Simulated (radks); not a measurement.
# Kr⁺ in [Ar] 3d10 4s2 4p4 5s1: an all-electron calculation

Wanted: eigenvalues, radial structure and energy terms of the krypton ion Kr+.

The numbers are computed with radks (a radial shooting solver on a logarithmic mesh, Libxc functionals) version 1 (scalar-relativistic Kohn-Sham, PBE, spin-polarised, spherical densities, point nucleus; open shells are filled with parallel spins first), except any that are marked as measured or tabulated.

### 1 What is computed

| Property | Result |
| --- | --- |
| element | krypton (Z = 36) |
| charge | +1 |
| electrons | 35 |
| configuration | [Ar] 3d10 4s2 4p4 5s1 |

The outer shells:

Kr⁺
```
[Ar] core
3d [↑↓][↑↓][↑↓][↑↓][↑↓]
4s [↑↓]
4p [↑↓][↑ ][↑ ]
5s [↑ ]
```

### 2 The calculation

Input:

```text
Z 36
configuration [Ar] 3d10 4s2 4p4 5s1 4d0 5p0 6s0 4f0
relativity scalar-relativistic
functional pbe,pbe
spin polarised
nucleus point
c 137.035999084
```

Q: Predict the outcome of this run.

As calculated:

| quantity | value |
| --- | --- |
| total energy | -2789.23915 hartree |
| exchange-correlation share of it | 3.44 % |
| −T/E | 1.0229 |
| highest occupied level | 5s up, -8.156 eV |
| most extended occupied level | 5s up, <r> = 4.12 bohr |
| radius at density 0.001 e/bohr³ | 4.60 bohr |
| maxima of the radial density | 3 |

What this shows: 5 principal shells are occupied and 3 maxima appear in the radial density; where shells overlap, one shows as a shoulder or not at all. −T/E is 1.023: with relativity the kinetic term as defined here no longer equals −E. This is not the tabulated ground configuration, so its levels and sizes aren't those of the ground state, and no measured value stands beside it.
